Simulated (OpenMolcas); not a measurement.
# SiN2H6O (SMILES N[SiH](N)O): a chain of runs

Wanted: a single-point energy (HF/ANO-RCC-MB), then a single-point energy (CASSCF(2,2)/ANO-RCC-VDZP), then an energy scan (CASPT2(2,2)/ANO-RCC-VDZP), then an energy scan (SC-NEVPT2(2,2)/ANO-RCC-VDZP), then the energy along one coordinate (MC-PDFT[tPBE](2,2)/ANO-RCC-VDZP) of SiN2H6O. 

The calculation is run with OpenMolcas 26.06.

## (1) The molecule

SiN2H6O has 10 atoms, charge 0, and is taken as a singlet. As SMILES, `N[SiH](N)O`. The shape is that of a PBE0-D4/def2-TZVP optimisation. This is one conformer, not always the lowest.

Bond lengths: N1–Si2 1.713 Å, Si2–N3 1.706 Å, Si2–O4 1.648 Å, N1–H5 1.007 Å, N1–H6 1.007 Å, Si2–H7 1.482 Å, N3–H8 1.007 Å, N3–H9 1.006 Å, O4–H10 0.959 Å. Some angles: N1–Si2–N3 104.7°, N1–Si2–O4 106.6°, N3–Si2–O4 119.3°, N1–Si2–H7 118.9°, N3–Si2–H7 106.1°, O4–Si2–H7 102.2°, Si2–N1–H5 119.8°, Si2–N1–H6 119.6°, Si2–N3–H8 121.6°, Si2–N3–H9 120.9°.

## (2) A single-point energy at HF/ANO-RCC-MB (DKH2) (run 1)

File coord.xyz:

```xyz
10

N     -0.775500     1.215500    -0.137800
Si     0.492300     0.085700     0.087100
N     -0.248600    -1.249800     0.847400
O      1.206700    -0.118300    -1.384200
H     -0.620700     2.036300    -0.700200
H     -1.413200     1.405300     0.618200
H      1.642700     0.459500     0.944000
H     -1.123500    -1.625000     0.519700
H      0.302300    -1.942900     1.325300
H      0.620800    -0.317400    -2.116600
```

File step1.input:

```
&GATEWAY
 Coord=coord.xyz
 Basis=ANO-RCC-MB
 Group=NoSym

&SEWARD

&SCF
 PrOrbitals=0

&LOCALISATION
 Occupied
 Freeze
 Pipek-Mezey

&LOCALISATION
 FileOrb=$Project.LocOrb
 Virtual
 Pipek-Mezey
```

On the command line:

```bash
$ export MOLCAS_MEM=1860
$ pymolcas step1.input > step1.log
```

What it wrote:

```text
--- Start Module: gateway ---
[...]
--- Stop Module: gateway /rc=_RC_ALL_IS_WELL_ ---
[...]
      Basis functions           30
[...]
       Convergence after  10 Iterations
[...]
::    Total SCF energy                               -476.6684522080
[...]
      Total spin, S                                     0.0000000000
[...]
      Total electronic charge=   42.000000
      Total            charge=   -0.000000
[...]
      Dipole Moment (debye):
      Origin of the operator (angstrom)=    0.2325    0.0005   -0.1175
                   X= -1.9872E+00               Y= -2.3300E-01               Z=  2.6540E-01           Total=  2.0183E+00
      Quadrupole Moment (debye*angstrom):
[...]
--- Start Module: localisation ---
[...]
--- Stop Module: localisation /rc=_RC_ALL_IS_WELL_ ---
--- Start Module: localisation ---
[...]
--- Stop Module: localisation /rc=_RC_ALL_IS_WELL_ ---
[...]
```

Wall time 3.9 s (1 thread of Intel Xeon Platinum 8375C at 2.90GHz (Ice Lake), shared host); peak memory 0.38 GiB.

## (3) A single-point energy at CASSCF(2,2)/ANO-RCC-VDZP (DKH2, RICD fitting) (run 2)

coord.xyz is that of step 2.

File step2.inp:

```
>>> EXPORT MOLCAS_PRINT=2
&GATEWAY
Coord = coord.xyz
Basis = ANO-RCC-MB
Group = NoSym
&SEWARD
&RASSCF
FileOrb = $CurrDir/step1.LocOrb
Alter = 2
1 12 21
1 22 25
Spin = 1
Nactel = 2 0 0
Inactive = 20
Ras2 = 2
OrbListing = Nothing
>>> COPY $Project.RunFile RUNFIL1
>>> COPY $Project.RasOrb INPORB
&GATEWAY
Coord = coord.xyz
Basis = ANO-RCC-VDZP
Group = NoSym
RICD
&SEWARD
>>> COPY $Project.RunFile RUNFIL2
&EXPBAS
&RASSCF
FileOrb = $Project.ExpOrb
Spin = 1
Nactel = 2 0 0
Inactive = 20
Ras2 = 2
OrbListing = Nothing
```

On the command line:

```bash
$ export MOLCAS_MEM=1860
$ pymolcas step2.inp > step2.log
```

What it wrote:

```text
--- Start Module: gateway ---
[...]
--- Stop Module: gateway /rc=_RC_ALL_IS_WELL_ ---
[...]
      Basis functions           30
[...]
      Number of active orbitals                  2
[...]
      Spin quantum number                      0.0
[...]
      Active orbitals                            2
[...]
      Number of CSFs                             3
[...]
      Number of root(s) required                 1
[...]
      Convergence after  9 iterations
[...]
      printout of CI-coefficients larger than  0.05 for root  1
      energy=    -476.681213
      conf/sym  11     Coeff  Weight
             1  20   0.99474 0.98950
             3  02  -0.10247 0.01050
      Natural orbitals and occupation numbers for root  1
      sym 1:   1.978999   0.021001
      ************************************************************************************************************************
      *                                                    Final results                                                     *
[...]
::    RASSCF root number  1 Total energy:   -476.68121328
[...]
      Basis functions           90
[...]
--- Start Module: expbas ---
[...]
--- Stop Module: expbas /rc=_RC_ALL_IS_WELL_ ---
--- Start Module: rasscf ---
[...]
      Convergence after 15 iterations
[...]
      Natural orbitals and occupation numbers for root  1
      sym 1:   1.982716   0.017284
      ************************************************************************************************************************
      *                                                    Final results                                                     *
[...]
::    RASSCF root number  1 Total energy:   -477.11348153
[...]
      Total electronic charge=   42.000000
      Total            charge=   -0.000000
[...]
      Dipole Moment (debye):
      Origin of the operator (angstrom)=    0.2325    0.0005   -0.1175
                   X= -1.9920E+00               Y= -2.5032E-01               Z=  6.9253E-02           Total=  2.0088E+00
      Quadrupole Moment (debye*angstrom):
[...]
--- Stop Module: rasscf /rc=_RC_ALL_IS_WELL_ ---
[...]
```

Run time: 11 s. Hardware: 1 thread of Intel Xeon Platinum 8375C at 2.90GHz (Ice Lake), shared host; peak memory 0.38 GiB.

## (4) The energy along one coordinate at CASPT2(2,2)/ANO-RCC-VDZP (DKH2, RICD fitting, ipea shift 0.25 Eh, pt2 variant SS) (run 3)

File step3.input:

```
* H6N2OSi CASPT2
>>> COPY $CurrDir/step2.RasOrb $Project.RasOrb
>>> ForEach K in (1, 2, 3, 4, 5, 6, 7, 8, 9)

&GATEWAY
 Coord
 $CurrDir/point$K.xyz
 Basis
 ANO-RCC-VDZP
 Group
 NoSym
 RICD

&SEWARD

&RASSCF
 FileOrb
 $Project.RasOrb
 Spin
 1
 Nactel
 2 0 0
 Inactive
 20
 Ras2
 2
 OrbListing
 Nothing

&CASPT2
 Imaginary
 0.2
 Frozen
 8
>>> EndDo
```

On the command line:

```bash
$ export MOLCAS_MEM=1860
$ pymolcas step3.input > step3.log
```

What it wrote, shortened:

```text
[...]
      Basis functions           90
[...]
      Number of active orbitals                  2
[...]
      Spin quantum number                      0.0
[...]
      Active orbitals                            2
[...]
      Number of CSFs                             3
[...]
      Number of root(s) required                 1
[...]
      Convergence after 11 iterations
[...]
      Natural orbitals and occupation numbers for root  1
      sym 1:   1.988397   0.011603
      ************************************************************************************************************************
      *                                                    Final results                                                     *
[...]
::    RASSCF root number  1 Total energy:   -477.10240252
[...]
      E2 (Variational):          -0.6477931927
[...]
::    CASPT2 Root  1     Total energy:   -477.75019571
[...]
      Convergence after 10 iterations
[...]
      Natural orbitals and occupation numbers for root  1
      sym 1:   1.982732   0.017268
      ************************************************************************************************************************
      *                                                    Final results                                                     *
[...]
      Convergence after 10 iterations
[...]
      Natural orbitals and occupation numbers for root  1
      sym 1:   1.826455   0.173545
      ************************************************************************************************************************
      *                                                    Final results                                                     *
[...]
      Convergence after 10 iterations
[...]
      Natural orbitals and occupation numbers for root  1
      sym 1:   1.651993   0.348007
      ************************************************************************************************************************
      *                                                    Final results                                                     *
[...]
      Convergence after 10 iterations
[...]
::    RASSCF root number  1 Total energy:   -476.97302244
[...]
::    CASPT2 Root  1     Total energy:   -477.61223322
[...]
      Convergence after  9 iterations
[...]
::    RASSCF root number  1 Total energy:   -476.96767217
[...]
      E2 (Variational):          -0.6379599291
[...]
::    CASPT2 Root  1     Total energy:   -477.60563210
[...]
```

Wall time 72 s (1 thread of Intel Xeon Platinum 8375C at 2.90GHz (Ice Lake), shared host); peak memory 0.085 GiB.

The scan, from its lowest point:

```
H7–Si2 (Å)  energy (kJ/mol)
     1.334             26.4
     1.482              0.0
     1.631             14.6
     1.853             70.8
     2.149            161.5
     2.520            260.4
     2.965            339.6
     3.558            388.6
     4.447            405.9
```

## (5) The energy along one coordinate at SC-NEVPT2(2,2)/ANO-RCC-VDZP (DKH2, RICD fitting, pt2 variant SC-NEVPT2) (run 4)

File step4.input:

```
>>> COPY $CurrDir/step2.RasOrb $Project.RasOrb
>>> ForEach K in (1, 2, 3, 4, 5, 6, 7, 8, 9)
&GATEWAY
Coord
$CurrDir/point$K.xyz
Basis
ANO-RCC-VDZP
Group
NoSym
RICD
&SEWARD
&RASSCF
FileOrb
$Project.RasOrb
Spin
1
Nactel
2 0 0
Inactive
20
Ras2
2
OrbListing
Nothing
&CASPT2
SC-NEVPT2
Frozen
8
>>> EndDo
```

On the command line:

```bash
$ export MOLCAS_MEM=1860
$ pymolcas step4.input > step4.log
```

What it wrote, shortened:

```text
[...]
      Basis functions           90
[...]
      Number of active orbitals                  2
[...]
      Spin quantum number                      0.0
[...]
      Active orbitals                            2
[...]
      Number of CSFs                             3
[...]
      Number of root(s) required                 1
[...]
      Convergence after 11 iterations
[...]
      Natural orbitals and occupation numbers for root  1
      sym 1:   1.988397   0.011603
      ************************************************************************************************************************
      *                                                    Final results                                                     *
[...]
::    RASSCF root number  1 Total energy:   -477.10240252
[...]
      E2 (Variational):          -0.6412151379
[...]
::    SC-NEVPT2 Root  1     Total energy:   -477.74360545
[...]
      Convergence after 10 iterations
[...]
      Natural orbitals and occupation numbers for root  1
      sym 1:   1.982732   0.017268
      ************************************************************************************************************************
      *                                                    Final results                                                     *
[...]
      Convergence after 10 iterations
[...]
      Natural orbitals and occupation numbers for root  1
      sym 1:   1.826455   0.173545
      ************************************************************************************************************************
      *                                                    Final results                                                     *
[...]
      Convergence after 10 iterations
[...]
      Natural orbitals and occupation numbers for root  1
      sym 1:   1.651993   0.348007
      ************************************************************************************************************************
      *                                                    Final results                                                     *
[...]
      Convergence after 10 iterations
[...]
::    RASSCF root number  1 Total energy:   -476.97302244
[...]
::    SC-NEVPT2 Root  1     Total energy:   -477.60999116
[...]
      Convergence after  9 iterations
[...]
::    RASSCF root number  1 Total energy:   -476.96767217
[...]
      E2 (Variational):          -0.6361413157
[...]
::    SC-NEVPT2 Root  1     Total energy:   -477.60381348
[...]
```

Run time: 69 s. Hardware: 1 thread of Intel Xeon Platinum 8375C at 2.90GHz (Ice Lake), shared host; peak memory 0.085 GiB.

The scan, from its lowest point:

```
H7–Si2 (Å)  energy (kJ/mol)
     1.334             28.4
     1.482              0.0
     1.631             13.1
     1.853             67.6
     2.149            156.8
     2.520            254.3
     2.965            332.1
     3.558            379.2
     4.447            395.4
```

## (6) An energy scan at MC-PDFT[tPBE](2,2)/ANO-RCC-VDZP (DKH2, RICD fitting) (run 5)

File step5.inp:

```
* H6N2OSi MC-PDFT
>>> EXPORT MOLCAS_PRINT=2
>>> COPY $CurrDir/step2.RasOrb $Project.RasOrb
>>> ForEach K in (1, 2, 3, 4, 5, 6, 7, 8, 9)

&GATEWAY
 Coord = $CurrDir/point$K.xyz
 Basis = ANO-RCC-VDZP
 Group = NoSym
 RICD

&SEWARD

&RASSCF
 FileOrb = $Project.RasOrb
 Spin = 1
 Nactel = 2 0 0
 Inactive = 20
 Ras2 = 2
 OrbListing = Nothing

&MCPDFT
 KSDFT = T:PBE
>>> EndDo
```

On the command line:

```bash
$ export MOLCAS_MEM=1860
$ pymolcas step5.inp > step5.log
```

What it wrote, shortened:

```text
--- Start Module: gateway ---
[...]
      Basis functions           90
[...]
      Number of active orbitals                  2
[...]
      Spin quantum number                      0.0
[...]
      Active orbitals                            2
[...]
      Number of CSFs                             3
[...]
      Number of root(s) required                 1
[...]
      Convergence after 11 iterations
[...]
      Natural orbitals and occupation numbers for root  1
      sym 1:   1.988397   0.011603
      ************************************************************************************************************************
      *                                                    Final results                                                     *
[...]
::    RASSCF root number  1 Total energy:   -477.10240252
[...]
::    MCPDFT root number  1 Total energy:   -478.33783008
[...]
      Convergence after 10 iterations
[...]
      Natural orbitals and occupation numbers for root  1
      sym 1:   1.982732   0.017268
      ************************************************************************************************************************
      *                                                    Final results                                                     *
[...]
      Convergence after 10 iterations
[...]
      Natural orbitals and occupation numbers for root  1
      sym 1:   1.826455   0.173545
      ************************************************************************************************************************
      *                                                    Final results                                                     *
[...]
      Convergence after 10 iterations
[...]
      Natural orbitals and occupation numbers for root  1
      sym 1:   1.651993   0.348007
      ************************************************************************************************************************
      *                                                    Final results                                                     *
[...]
      Convergence after 10 iterations
[...]
::    RASSCF root number  1 Total energy:   -476.97302244
[...]
::    MCPDFT root number  1 Total energy:   -478.19654874
[...]
      Convergence after  9 iterations
[...]
::    RASSCF root number  1 Total energy:   -476.96767217
[...]
      Total electronic charge=   42.000000
      Total            charge=   -0.000000
[...]
::    MCPDFT root number  1 Total energy:   -478.19012051
[...]
```

It took 78 s on 1 thread of Intel Xeon Platinum 8375C at 2.90GHz (Ice Lake), shared host; peak memory 0.085 GiB.

The scan, from its lowest point:

```
H7–Si2 (Å)  energy (kJ/mol)
     1.334             28.2
     1.482              0.0
     1.631             12.5
     1.853             66.1
     2.149            155.5
     2.520            256.8
     2.965            343.1
     3.558            399.2
     4.447            416.0
```

## (7) Outcome

```
                                                         quantity          value
                               run 1, HF/ANO-RCC-MB: total energy  -476.66845 Eh
                              run 1, HF/ANO-RCC-MB: dipole moment         2.02 D
                                run 1, HF/ANO-RCC-MB: HOMO energy      -11.44 eV
                                run 1, HF/ANO-RCC-MB: LUMO energy        8.44 eV
                              run 1, HF/ANO-RCC-MB: HOMO–LUMO gap       19.88 eV
                    run 2, CASSCF(2,2)/ANO-RCC-VDZP: total energy  -477.11348 Eh
  run 2, CASSCF(2,2)/ANO-RCC-VDZP: dipole moment (CASSCF density)         2.01 D
       run 3, CASPT2(2,2)/ANO-RCC-VDZP: lowest energy of the scan  -477.76023 Eh
    run 4, SC-NEVPT2(2,2)/ANO-RCC-VDZP: lowest energy of the scan  -477.75443 Eh
run 5, MC-PDFT[tPBE](2,2)/ANO-RCC-VDZP: lowest energy of the scan  -478.34858 Eh
```
